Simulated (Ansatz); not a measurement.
# Sr3Ca and its free atoms: a cohesive energy from free atoms

Computed with Ansatz 0.2.0 through its Python package.

Run as a notebook:

**Cell 1**
```python
from collections import Counter
import warnings

import ansatz as az
```

**Cell 2**
```python
SETTINGS = {
    "ecut": 530,
    "mixing_beta": 0.4,
    "functional": "LDA",
    "scf_tol": 1e-06,
    "k_spacing": 0.39,
    "occupations": "gaussian",
    "sigma": 0.02,
}
```

**Cell 3**
```python
PHASES = {
    "Sr3Ca": (
        [(0.0, 4.73045223, 4.73045223), (4.73045223, 0.0, 4.73045223), (4.73045223, 4.73045223, 0.0)],
        [
            ("Sr", (0.25, 0.25, 0.25)),
            ("Sr", (0.75, 0.75, 0.75)),
            ("Sr", (0.5, 0.5, 0.5)),
            ("Ca", (0.0, 0.0, 0.0)),
        ],
    ),
}


def build(vectors, sites):
    crystal = az.Crystal(lattice=az.Lattice.of(vectors))
    for symbol, position in sites:
        crystal = crystal.atom(symbol, position)
    return crystal
```

**Cell 4**
```python
def counts(outcome):
    return Counter(site.symbol for site in outcome.lattice.sites)
```

**Cell 5**
```python
UNPAIRED = {"Sr": 0, "Ca": 0}  # unpaired electrons of the free atoms
```

**Cell 6**
```python
def compute(name, crystal):
    calc = (
        crystal.calculation()
        .basis(SETTINGS["ecut"], density_ratio=6)
        .mixing("broyden", ndim=8, beta=SETTINGS["mixing_beta"])
        .functional(SETTINGS["functional"])
        .scf(tolerance=SETTINGS["scf_tol"], self_checks="high")
        .kpoints(spacing=SETTINGS["k_spacing"])
        .occupations(SETTINGS["occupations"], width=SETTINGS["sigma"])
    )
    if name.endswith(" atom"):
        calc = calc.kpoints(1, 1, 1).occupations("fermi_dirac", width=0.01)
        if UNPAIRED[name.split()[0]]:
            calc = calc.spin("collinear")
        return calc.run(threads=1, backend="cpu")
    calc = calc.relax(force_tolerance=0.01, max_steps=40, cell=True)
    return calc.run(threads=1, backend="cpu")
```

**Cell 7**
```python
warnings.simplefilter("ignore")

phases = {name: build(*cell) for name, cell in PHASES.items()}
# free atoms: a low-symmetry box, moments by the rule of Hund
for element, moment in UNPAIRED.items():
    phases[f"{element} atom"] = az.Lattice.orthorhombic(10.0, 10.5, 11.0).atom(element, (0.5, 0.5, 0.5), moment=moment or None)

done = {}
for name, crystal in phases.items():
    done[name] = compute(name, crystal)
    print(f"{name}: {done[name].report['energy_sigma0_ev']:.4f} eV, {len(done[name].lattice.sites)} atoms")
```
Output:
```text
Sr3Ca: -12105.4875 eV, 4 atoms
Sr atom: -3442.4670 eV, 1 atoms
Ca atom: -1770.4258 eV, 1 atoms
```

**Cell 8**
```python
print({element: round(done[f"{element} atom"].report["magnetization_mub"], 2) for element in UNPAIRED}, "muB on the free atoms")
solid = done["Sr3Ca"]
n = counts(solid)
binding = (sum(k * done[f"{e} atom"].report["energy_sigma0_ev"] for e, k in n.items()) - solid.report["energy_sigma0_ev"]) / sum(n.values())
print(f"cohesive energy {binding:.3f} eV/atom = {96.4853 * binding:.0f} kJ/mol of atoms (no zero-point energy)")
```
Output:
```text
{'Sr': 0.0, 'Ca': 0.0} muB on the free atoms
cohesive energy 1.915 eV/atom = 185 kJ/mol of atoms (no zero-point energy)
```

The settings weren't tested for convergence. Other magnetic orders than the one started from may lie lower. For the metals among these phases the mesh is modest: differences between phases can be off by up to 40 meV an atom. The program warned that this SCF threshold is loose for forces or stresses. The cells come from databases of deposited and of computed structures, and not all need be stable phases. Free atoms in a box carry small image and symmetry errors, and spin-orbit coupling is left out. The script silences warnings, which a real study should read. It ran for 14 s on 1 thread of Arm Neoverse V2 (shared host), peak memory 0.89 GiB.
